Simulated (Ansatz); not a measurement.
# Na2TeC2: the cost of one run

Computed with Ansatz 0.2.0 (DFT PBE, scalar-relativistic, plane waves, PAW, unless a step's input says otherwise).

## 1. The system as given

Symmetry: P-3m1, No. 164, trigonal system. The conventional cell has a = 4.287 Å, b = 4.287 Å, c = 6.873 Å, α = 90.00°, β = 90.00°, γ = 120.00°. Around Na (site symmetry 3m) lie 4 C at 2.65 to 2.74 Å. Around Te (site symmetry -3m) lie 6 C at 2.94 Å. C (site symmetry 3m) is surrounded by 4 Na at 2.65 to 2.74 Å.

Coordinates:

```cif
data_structure
_symmetry_space_group_name_H-M 'P-3m1'
_symmetry_Int_Tables_number 164
_cell_length_a 4.2868
_cell_length_b 4.2868
_cell_length_c 6.8731
_cell_angle_alpha 90.000
_cell_angle_beta 90.000
_cell_angle_gamma 120.000
_cell_volume 109.38
loop_
_atom_site_label
_atom_site_type_symbol
_atom_site_symmetry_multiplicity
_atom_site_Wyckoff_symbol
_atom_site_fract_x
_atom_site_fract_y
_atom_site_fract_z
_atom_site_occupancy
Na1 Na 2 d 0.33333 0.66667 0.36944 1
Te1 Te 1 a 0.00000 0.00000 0.00000 1
C1 C 2 d 0.33333 0.66667 0.76793 1
```

This is candidate A: Mn2ZnAs2 type (P-3m1, No. 164).

(A quick probe on a coarse mesh, which set the mesh and smearing, is not shown.)

## 3. Rough relaxation on the coarse mesh (candidate A)

input.yaml reads:

```yaml
crystal:
  lattice:
    - [4.2867784702, 0.0, 0.0]
    - [-2.1433892351, 3.7124590556, 0.0]
    - [0.0, 0.0, 6.8730672216]
  atoms:
    - { symbol: Na, position: [0.3333333333, 0.6666666667, 0.36944] }
    - { symbol: Na, position: [0.6666666667, 0.3333333333, 0.63056] }
    - { symbol: Te, position: [0.0, 0.0, 0.0] }
    - { symbol: C, position: [0.3333333333, 0.6666666667, 0.76793] }
    - { symbol: C, position: [0.6666666667, 0.3333333333, 0.23207] }
basis:
  ecutwfc: 420
kpoints:
  mp_grid: { grid: [6, 6, 4] }
hamiltonian:
  xc: pbe
scf:
  occupations: { method: gaussian, width: 0.1 }
  lower_state_search: "off"
output:
  forces: true
  stress: true
  eigenvalues: true
relax:
  adjacent_minimum: "off"
  f_tol: 0.04
  max_steps: 70
  cell: { stress_tol: 0.4 }
```

Launch:

```
$ ansatz run input.yaml --threads 1 --pin off --max-ram 2560MiB --backend cpu --events-out ev --progress --plain --runs-dir out
```

Q: Estimate wall time and peak memory on 1 thread of Arm Neoverse V2, shared host.

About 55 s, with a peak of 0.39 GiB.
